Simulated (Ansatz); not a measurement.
**CH5ClGeSe: a ladder of functionals and wavefunction methods**

An exercise on one series of results from a longer session: the logs are not shown, and one member is left open.

The runs use Ansatz 0.2.0, Gaussian basis; functionals in def2-TZVPP, the program's frozen cores in correlated methods.

Plan: PBE-D4, r2SCAN-D4, PBE0-D4, B3LYP-D4, ωB97X-V, ωB97M-V, B2PLYP; CCSD(T)/def2-TZVPP; MP2/def2-QZVPP; extrapolation to the limit.

**The geometry**

An earlier PBE0-D4 in a triple-zeta def2 set relaxation fixed the geometry.

SMILES `Cl[CH2][GeH2][SeH]`, 9 atoms, charge 0, spin multiplicity 1.

Atoms are counted from 1 here; the program's logs count them from 0.

Bond lengths: Cl1–C2 1.776 Å, C2–Ge3 1.968 Å, C2–H5 1.089 Å, C2–H6 1.090 Å, Ge3–Se4 2.352 Å, Ge3–H7 1.539 Å, Ge3–H8 1.533 Å, Se4–H9 1.469 Å. Angles: Cl1–C2–Ge3 110.7°, Cl1–C2–H5 108.0°, Cl1–C2–H6 107.9°, Ge3–C2–H5 110.7°, Ge3–C2–H6 110.5°, H5–C2–H6 109.0°, C2–Ge3–Se4 110.6°, C2–Ge3–H7 109.2°, C2–Ge3–H8 109.1°, Se4–Ge3–H7 109.6°, Se4–Ge3–H8 106.6°, H7–Ge3–H8 111.7°, Ge3–Se4–H9 92.5°.

The first run:

in.yaml reads:

```yaml
crystal:
  periodic: [false, false, false]
  atoms:
    - {symbol: Cl, position_ang: [-2.022689, -1.347905, 0.341229]}
    - {symbol: C, position_ang: [-1.250289, 0.214801, 0.001555]}
    - {symbol: Ge, position_ang: [0.647860, 0.179138, 0.519485]}
    - {symbol: Se, position_ang: [1.835870, -1.368647, -0.793576]}
    - {symbol: H, position_ang: [-1.355030, 0.416561, -1.063598]}
    - {symbol: H, position_ang: [-1.784021, 0.982293, 0.562901]}
    - {symbol: H, position_ang: [1.250886, 1.583255, 0.333548]}
    - {symbol: H, position_ang: [0.763446, -0.299590, 1.971582]}
    - {symbol: H, position_ang: [2.002467, -0.406106, -1.890227]}
basis:
  gaussian: {orbitals: def2-TZVPP}
hamiltonian: {xc: pbe, dispersion: d4}
output: {forces: true, orbitals: {seedname: orbitals}}
```

Run with:

```
$ ansatz run in.yaml --threads 4 --pin off --events-out ev --progress --plain --max-ram 10444MiB
```

Steps of the session up to this table: PBE-D4 (GGA); r2SCAN-D4 (meta-GGA); PBE0-D4 (hybrid); B3LYP-D4 (hybrid); ωB97X-V (range-separated); ωB97M-V (range-separated); B2PLYP (double hybrid); CCSD(T) in def2-TZVPP; MP2 in def2-QZVPP.

One table of the session follows, with a row left open; its other results are not shown here.

```
            method  atomisation energy (kJ/mol)
            PBE-D4                       2696.0
         r2SCAN-D4                       2679.4
           PBE0-D4                       2664.8
          B3LYP-D4                       2647.1
           ωB97X-V                       2683.2
           ωB97M-V                       2656.4
            B2PLYP                       2619.7
     HF/def2-TZVPP                       1899.5
    MP2/def2-TZVPP                            ?
   CCSD/def2-TZVPP                       2572.6
CCSD(T)/def2-TZVPP                       2616.5
           MP2/CBS                       2698.8
       CCSD(T)/CBS                       2683.3
```

Estimate the missing values for MP2/def2-TZVPP.

As computed: atomisation energy (kJ/mol): 2632.0. In the column «atomisation energy (kJ/mol)» it lies between B2PLYP (2619.7) and B3LYP-D4 (2647.1).
